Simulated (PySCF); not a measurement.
# [(NH3)(H2O)Cu(mu-Br)2Cu(NH3)(H2O)]2+: magnetic exchange

Programs: PySCF 2.14.0, with routines of our own; each step states its level. All values are computed. Atoms count from 0.

## (1) The starting structure

18 atoms, charge 2, high-spin multiplicity 3; geometry from: idealised, bond lengths from ionic radii.

The system (edge-sharing dimer): [(NH3)(H2O)Cu(mu-Br)2Cu(NH3)(H2O)]2+. The metals (Cu(II), Cu(II)) are 3.60 Å apart; the bridge angle is 92°; the spin sites are atom 0 (1 unpaired) and atom 1 (1 unpaired).

## (2) Magnetic exchange: B3LYP/def2-SVP H:def2-SV(P) in water

The job: settings as JSON, then the geometry in Å.

```
{"job": {"kind": "bs", "xc": "B3LYP", "basis": {"default": "def2-SVP", "H": "def2-SV(P)"}, "grid": 1, "solvent": "water"}, "charge": 2, "high_spin_multiplicity": 3, "spin_sites": [[[0], 1], [[1], 1]]}
Cu    -1.799400     0.167200    -0.000000
Cu     1.799400     0.167200    -0.000000
Br    -0.000000     1.917100    -0.000000
Br    -0.000000    -1.582600    -0.000000
N     -3.192800    -1.267500    -0.000000
H     -3.448600    -1.530900     0.951600
H     -4.039800    -0.956700    -0.475800
H     -2.857400    -2.105100    -0.475800
O     -3.151000     1.558900    -0.000000
H     -3.563200     1.983400     0.766300
H     -3.563200     1.983400    -0.766300
N      3.192800    -1.267500    -0.000000
H      3.448600    -1.530900     0.951600
H      2.857400    -2.105100    -0.475800
H      4.039800    -0.956700    -0.475800
O      3.151000     1.558900    -0.000000
H      3.563200     1.983400     0.766300
H      3.563200     1.983400    -0.766300
```

Level: B3LYP/def2-SVP H:def2-SV(P) high-spin and broken-symmetry single points, IEF-PCM water.

Launch:

```sh
$ OMP_NUM_THREADS=1 python exch_run.py task.json out
```

One launch serves the whole session: the jobs run in the order shown.

Q: Estimate the wall time and peak memory of this first job on 1 thread of Arm Neoverse N1, shared host.

About 2.2 min, with a peak of 1.1 GiB.
